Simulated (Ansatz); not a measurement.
# Al2Cu: the cost of one run

Program: Ansatz 0.2.0. Level of theory: DFT PBEsol, scalar-relativistic, plane waves, PAW. These are calculated values, not measurements.

8 further runs of the same task are left out: 5 that didn't finish, 3 set aside as unsound or not needed. Runs told in other sessions of the task aren't counted.

## 1. Starting point

Symmetry: P4/mmm, No. 123, tetragonal system. Conventional cell: a = 4.084 Å, b = 4.084 Å, c = 2.846 Å, α = 90.00°, β = 90.00°, γ = 90.00°. Al (site symmetry mmm) has 4 Cu at 2.49 Å and 6 Al at 2.85 to 2.89 Å in its first shell of neighbours. Cu (site symmetry 4/mmm) is surrounded by 8 Al at 2.49 Å and 2 Cu at 2.85 Å.

As a file:

```
Al Cu
1.0
     4.08417    0.00000    0.00000
     0.00000    4.08417    2.84639
     0.00000   -4.08417    2.84639
Al Cu
4 2
Cartesian
  2.0421 0.0000 4.2696
  2.0421 0.0000 1.4232
  0.0000 2.0421 1.4232
  0.0000 -2.0421 1.4232
  0.0000 -4.0842 2.8464
  0.0000 0.0000 2.8464
```

It goes back to an entry of the Materials Project, which need not be the stable form.

It is built from the cell relaxed beforehand with the same method (15.83 Å³/atom).

## 2. Zero of the scan

input.yaml reads:

```yaml
crystal:
  lattice:
    - [4.0841721965, 0.0, 0.0]
    - [0.0, 4.0841721965, 2.8463947513]
    - [0.0, -4.0841721965, 2.8463947513]
  atoms:
    - { symbol: Al, position: [0.5, 0.75, 0.75] }
    - { symbol: Al, position: [0.5, 0.25, 0.25] }
    - { symbol: Al, position: [0.0, 0.5, 0.0] }
    - { symbol: Al, position: [0.0, 0.0, 0.5] }
    - { symbol: Cu, position: [0.0, 0.0, 1.0] }
    - { symbol: Cu, position: [0.0, 0.5, 0.5] }
basis:
  ecutwfc: 420
kpoints:
  mp_grid: { grid: [12, 10, 10] }
hamiltonian:
  xc: pbesol
scf:
  occupations: { method: gaussian, width: 0.15 }
output:
  forces: true
  stress: true
  eigenvalues: true
```

Run with:

```bash
ansatz run input.yaml --threads 2 --pin off --max-ram 5120MiB --backend cpu --events-out ev --progress --plain --runs-dir out
```

Q: Estimate wall time and peak memory on 2 threads of Arm Neoverse V1, shared host.

About 19 s, with a peak of 0.68 GiB.
